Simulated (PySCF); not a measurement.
**HfF₄: singlet, from a tetrahedral start**

The task is one start of a wider search on HfF₄: the singlet, from a tetrahedral start. It is relaxed, tested by its Hessian and followed downhill if it is a saddle.

Computed with PySCF 2.14.0. Level: B3LYP, basis Hf def2-SVP with ECP60, F def2-SVP, scalar-relativistic core potentials, no spin–orbit coupling, density fitting.

### 1 Starting geometry

5 atoms, charge 0, spin multiplicity 1.

Bond lengths: Hf1–F2 2.160 Å, Hf1–F3 2.160 Å, Hf1–F4 2.160 Å, Hf1–F5 2.160 Å. Angles: F2–Hf1–F3 109.5°, F2–Hf1–F4 109.5°, F2–Hf1–F5 109.5°, F3–Hf1–F4 109.5°, F3–Hf1–F5 109.5°, F4–Hf1–F5 109.5°.

```xyz
5
charge 0 multiplicity 1
Hf    0.0000    0.0000    0.0000
F     1.7636   -0.0001    1.2470
F    -1.7636    0.0000    1.2470
F     0.0000    1.7636   -1.2470
F     0.0000   -1.7636   -1.2471
```

### 2 Tetrahedral start, singlet: relaxation

The steps below are one call of a driver around PySCF. For each, scf.py gives the equivalent set-up of the SCF; relaxations use the driver's own optimiser. Before each start the driver seeks the lowest SCF state from one or more starting densities and follows internal instabilities, so scf.py alone need not reach the same state.

The program finds Td symmetry in the start, which this walk keeps.

File scf.py:

```python
from pyscf import gto, scf, dft
mol = gto.M(atom='''
Hf    -0.000000     0.000000     0.000000
F      1.763594    -0.000070     1.247049
F     -1.763594    -0.000000     1.247049
F      0.000035     1.763630    -1.247000
F     -0.000035    -1.763559    -1.247099''',
    basis={'Hf': 'def2-SVP', 'F': 'def2-SVP'},
    ecp={'Hf': 'def2-SVP'},
    charge=0, spin=0)
mf = dft.RKS(mol, xc='B3LYP')
mf.grids.atom_grid = (50, 194)
aux = {'Hf': 'def2-universal-JKFIT', 'F': 'def2-universal-JKFIT'}
mf = mf.density_fit(auxbasis=aux)
mf.kernel()
```

The runs that follow: Frequencies.

Before running it: what results should come out? Wanted: minimum; geometry; wavenumbers; dipole moment; highest occupied, lowest empty level; polar-tensor charge of Hf1; zero-point energy; atomisation energy.

**Answer**, as computed:

| quantity | value |
| --- | --- |
| minimum | singlet, Td |
| geometry | Hf–F 1.912 Å (×4); F–Hf–F 109.5° (×6) |
| wavenumbers (cm⁻¹) | 139 (t2), 149 (e), 669 (t2), 678 (a1) |
| dipole moment | 0.00 D |
| highest occupied, lowest empty level | -11.64, -1.25 eV |
| polar-tensor charge of Hf1 | +2.72 e |
| zero-point energy | 20.3 kJ/mol |
| entropy at 298.15 K | 334.5 J/(mol K) |
| atomisation energy (no zero-point energy) | 2622 kJ/mol |

**Reading.** The molecule stays Td, as typed, and the end point is a minimum. The strongest infrared band lies at 669 cm⁻¹ (t2, stretch). The dipole vanishes although Hf1 carries +2.7 e by the polar tensor: the bond dipoles cancel. Only this shape and spin were tried, so other structures or states may lie lower. With an element this heavy the missing spin–orbit coupling can shift these numbers.
